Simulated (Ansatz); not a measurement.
# ZrSi+ (octet): the correlation ladder, def2-QZVPP

One table from this session's results is given with a row withheld; the runs are named, their logs left out.

Computed with Ansatz 0.2.0, Gaussian basis. Level: def2-QZVPP, core rule «outside noble gas», up to 9 orbitals frozen.

To be run: UHF; ROHF; CCSD(T) on UHF.

## The geometry

The geometry is a PBE0/def2-TZVP stationary point (not a proven minimum) of the parent state, kept for this charge and spin. No spin-orbit coupling is included. Elements past krypton take def2 core potentials.

2 atoms, charge 1, spin multiplicity 8.

Atoms are counted from 1 here; the program's logs count them from 0.

Bond lengths: Zr1–Si2 2.522 Å.

Set-up of the first run:

in.yaml

```yaml
crystal:
  periodic: [false, false, false]
  atoms:
    - {symbol: Zr, position_ang: [0.000000, 0.000000, 0.000000]}
    - {symbol: Si, position_ang: [0.000000, 0.000000, 2.521600]}
basis:
  gaussian: {orbitals: "def2-QZVPP.json"}
total_charge: 1
magnetization: {spin_polarized: true, initial_magnetization: 7}
hamiltonian: {xc: hf}
output: {orbitals: {seedname: orbitals}}
```

Run with:

```console
ansatz run in.yaml --threads 1 --pin off --events-out ev --progress --plain --max-ram 2560MiB --backend cpu
```

Steps of the session up to this table: UHF; ROHF; CCSD(T) on UHF.

One table of the session follows, with a row left open; its other results are not shown here.

| method | from UCCSD(T) (kcal/mol) |
| --- | --- |
| ROHF | ? |
| UHF | +42.63 |
| UMP2 | +10.53 |
| UCCSD | +1.23 |
| UCCSD(T) | 0 |

Q: Estimate the row for ROHF from the others.

**Answer.** from UCCSD(T) (kcal/mol): +45.93. In the column «from UCCSD(T) (kcal/mol)» it is the highest.
